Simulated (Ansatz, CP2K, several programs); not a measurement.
Energy against volume for Ga4Sb3As, ordered on the zincblende lattice (R3m) with 8 atoms a cell, at fixed shape and fractional coordinates, computed by several methods (PBE and r2SCAN, where shown, with plane waves in Ansatz); the cell shown is that of r2SCAN. With free coordinates or axes held, a curve is too stiff, and on another method's shape its minimum isn't the method's own volume. The symmetry is R3m (No. 160, trigonal); a = 4.264 Å, c = 41.668 Å in the conventional setting, 27.33 Å³ an atom. As has 4 Ga at 2.46–2.57 Å; Sb has 4 Ga at 2.63–2.66 Å; Sb has 4 Ga at 2.63–2.65 Å; Ga has 3 As at 2.57 Å and 1 Sb at 2.66 Å; Ga has 4 Sb at 2.63–2.65 Å; Ga has 1 As at 2.46 Å and 3 Sb at 2.63 Å. All values are calculated for a non-magnetic cell, which may be hypothetical. Energies count from each curve's lowest point; fits are third-order Birch-Murnaghan.

```cif
data_structure
_symmetry_space_group_name_H-M 'R3m:H'
_symmetry_Int_Tables_number 160
_cell_length_a 4.2637
_cell_length_b 4.2637
_cell_length_c 41.6681
_cell_angle_alpha 90.000
_cell_angle_beta 90.000
_cell_angle_gamma 120.000
_cell_volume 656.02
loop_
_atom_site_label
_atom_site_type_symbol
_atom_site_symmetry_multiplicity
_atom_site_Wyckoff_symbol
_atom_site_fract_x
_atom_site_fract_y
_atom_site_fract_z
_atom_site_occupancy
As1 As 3 a 0.00000 0.00000 0.00013 1
Sb1 Sb 3 a 0.00000 0.00000 0.25213 1
Sb2 Sb 3 a 0.33333 0.66667 0.16664 1
Sb3 Sb 3 a 0.66667 0.33333 0.08113 1
Ga1 Ga 3 a 0.00000 0.00000 0.31600 1
Ga2 Ga 3 a 0.33333 0.66667 0.23021 1
Ga3 Ga 3 a 0.66667 0.33333 0.14464 1
Ga4 Ga 3 a 0.00000 0.00000 0.05913 1
```

r2SCAN, on the shape of its own relaxed cell:
```csv
V (Å³/atom),E (meV/atom)
25.694,19.48
26.514,4.57
27.334,0.00
28.154,4.14
28.974,15.61
```
V₀ = 27.33 Å³ an atom and B₀ = 57 GPa.

PBE/SZV (CP2K), on the shape of the cell shown:
```
V (Å³/atom)  E (meV/atom)
     24.054        195.92
     25.694         70.74
     27.334          0.58
     28.974          0.00
     30.614          6.55
```
The points scatter about a smooth fit, so no fit is quoted.

**Question.** PBE, on the shape of its own relaxed cell, gives
```tsv
V (Å³/atom)	E (meV/atom)
26.737	17.16
27.590	4.03
28.443	0.00
29.297	3.62
30.150	13.65
```
What equilibrium volume and bulk modulus follow?

**Answer.** V₀ = 28.44 Å³ an atom and B₀ = 48 GPa.

light PBE (260 eV, its own mesh), on the shape of the cell shown:
```tsv
V (Å³/atom)	E (meV/atom)
25.147	68.87
26.241	35.58
27.334	1.79
28.427	0.00
29.521	15.13
30.614	12.67
```
The points scatter about a smooth fit, as a low cutoff and a light mesh can make them, so no fit is quoted.
